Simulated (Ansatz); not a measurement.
# ReSe: the cost of one run

Computed with Ansatz 0.2.0 (DFT r²SCAN, scalar-relativistic, plane waves, PAW, unless a step's input says otherwise).

5 further runs of the same task are left out: 4 that didn't finish, 1 set aside as unsound or not needed. Runs told in other sessions of the task aren't counted.

**1. The starting structure**

The structure is cubic, space group Fm-3m (No. 225). Conventional cell: a = 5.242 Å, b = 5.242 Å, c = 5.242 Å, α = 90.00°, β = 90.00°, γ = 90.00°. Re (site symmetry m-3m) is surrounded by 6 Se at 2.62 Å. Around Se (site symmetry m-3m) lie 6 Re at 2.62 Å.

Coordinates:

```xyz
2
Lattice="0.0000 2.6208 2.6208 2.6208 0.0000 2.6208 2.6208 2.6208 0.0000" Properties=species:S:1:pos:R:3 pbc="T T T"
Re    2.6208    2.6208    2.6208
Se    0.0000    0.0000    0.0000
```

An earlier run at r²SCAN left this cell at 18.000 Å³/atom and -0.03 GPa (12×12×12 mesh).

The changes: atom 1 (Re) moved 0.05 Å along x; strain e4 = -0.02, atoms carried along; all atoms moved at random (σ = 0.06 Å), cell strained at random (1 %).

**2. Atom 1 (Re) moved 0.05 Å along x**

The input, input.yaml:

```yaml
crystal:
  lattice:
    - [0.0, 2.6207555219, 2.6207555219]
    - [2.6207555219, 0.0, 2.6207555219]
    - [2.6207555219, 2.6207555219, 0.0]
  atoms:
    - { symbol: Re, position: [0.4904607661, 0.5095392339, 0.5095392339], spin: 1.95 }
    - { symbol: Se, position: [0.0, 0.0, 0.0] }
basis:
  ecutwfc: 500
  ecutrho_ratio: 4
kpoints:
  mp_grid: { grid: [12, 12, 12] }
hamiltonian:
  xc: r2scan
scf:
  occupations: { method: gaussian, width: 0.05 }
output:
  forces: true
  stress: true
  eigenvalues: true
  populations: true
  write_density: true
  write_potential: true
  elf: true
  volumetric_format: npy
magnetization:
  spin_polarized: true
checkpoint:
  read: start.run
  write: ck
  compress: false
  write_wavefunctions: false
  write_every: 100000
```

start.run holds the converged state of the cell before the atoms were moved.

Started as:

```
> ansatz run input.yaml --threads 2 --pin off --max-ram 2662MiB --backend cpu --events-out ev --progress --plain --runs-dir out
```

What time and memory should one allow on 2 threads of Arm Neoverse V1, shared host?

About 37 s, with a peak of 0.67 GiB.
